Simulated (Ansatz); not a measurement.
This script makes an equation of state with a fit of LiCd, space group Fd-3m with the Ansatz DFT code, driven from Python.

The script, `licd.py`:
```python
"""Equation of state of LiCd."""

import ansatz as az
import numpy as np
from scipy.optimize import curve_fit

VECTORS = np.array([
    [0.0, 3.33242, 3.33242],
    [3.33242, 0.0, 3.33242],
    [3.33242, 3.33242, 0.0],
])
SITES = [
    ("Li", [0.25, 0.25, 0.25]),
    ("Li", [0.0, 0.0, 0.0]),
    ("Cd", [0.75, 0.75, 0.75]),
    ("Cd", [0.5, 0.5, 0.5]),
]


def on_lattice(cell):
    crystal = az.Crystal(lattice=az.Lattice.of(cell))
    for symbol, position in SITES:
        crystal = crystal.atom(symbol, position)
    return crystal

def vinet(v, e0, v0, b0, b1):
    eta = (v / v0) ** (1 / 3)
    return e0 + 2 * b0 * v0 / (b1 - 1) ** 2 * (2 - (5 + 3 * b1 * (eta - 1) - 3 * eta) * np.exp(-1.5 * (b1 - 1) * (eta - 1)))

# scale the volume, keep shape and fractions
volumes, energies, pressures = [], [], []
for scale in np.linspace(0.94, 1.06, 7):
    cell = VECTORS * scale ** (1 / 3)
    setup = (
        on_lattice(cell).calculation()
        .functional("r2scan")
        .basis(19 * az.Ha)
        .occupations("fermi_dirac", width=0.1)
        .kpoints(6, 6, 6)
        .stress()
    )
    data = setup.run(threads=1, pin="off").report
    volumes.append(abs(np.linalg.det(cell)) / len(SITES))
    energies.append(data["free_energy_ev"] / len(SITES))
    pressures.append(np.trace(data["stress_gpa"]) / 3)
    print(f"V = {volumes[-1]:8.4f} A^3/atom  F = {energies[-1]:.5f} eV/atom  P = {pressures[-1]:8.3f} GPa")

guess = (min(energies), volumes[int(np.argmin(energies))], 0.5, 4.5)
(e0, v0, b0, b1), _ = curve_fit(vinet, np.array(volumes), np.array(energies), p0=guess, maxfev=20000)
print(f"Vinet fit: V0 = {v0:.4f} A^3/atom, B0 = {160.21766 * b0:.1f} GPa, B1 = {b1:.2f}")
print("largest residual", round(1000 * float(np.abs(vinet(np.array(volumes), e0, v0, b0, b1) - energies).max()), 3), "meV/atom")
```

Estimate the equilibrium volume and the bulk modulus.

A third-order Birch-Murnaghan fit through the 7 points (the script's own form differs a little) has its minimum at 18.60 Å³ an atom, 0.5 % above the typed cell, with a bulk modulus of 39 GPa and dB/dP = 4.7. From that minimum the energy rises by 10.9 meV an atom on the compressed side and 6.0 meV on the expanded side.

The output:

Running `python licd.py` prints:
```text
V =  17.3931 A^3/atom  F = -4236.91000 eV/atom  P =    3.076 GPa
V =  17.7632 A^3/atom  F = -4236.91586 eV/atom  P =    2.012 GPa
V =  18.1332 A^3/atom  F = -4236.91939 eV/atom  P =    1.063 GPa
V =  18.5033 A^3/atom  F = -4236.92084 eV/atom  P =    0.215 GPa
V =  18.8734 A^3/atom  F = -4236.92044 eV/atom  P =   -0.543 GPa
V =  19.2434 A^3/atom  F = -4236.91839 eV/atom  P =   -1.220 GPa
V =  19.6135 A^3/atom  F = -4236.91487 eV/atom  P =   -1.824 GPa
Vinet fit: V0 = 18.6031 A^3/atom, B0 = 39.1 GPa, B1 = 4.76
largest residual 0.003 meV/atom
```

What to keep in mind:
- Total energies depend on the potentials; only differences at equal settings carry meaning.
- For a metal this k-point mesh is coarse: on a finer one energies can move by several to tens of meV an atom and pressures by half a GPa or more, differences at one mesh by less.
- Pressure is positive in compression.
- This cell is a computed structure, which may not be the phase found in nature.
- It ran for 16 s on 1 thread of Intel(R) Xeon(R) 6975P-C (Granite Rapids), with other jobs on the host, peak memory 0.69 GiB.
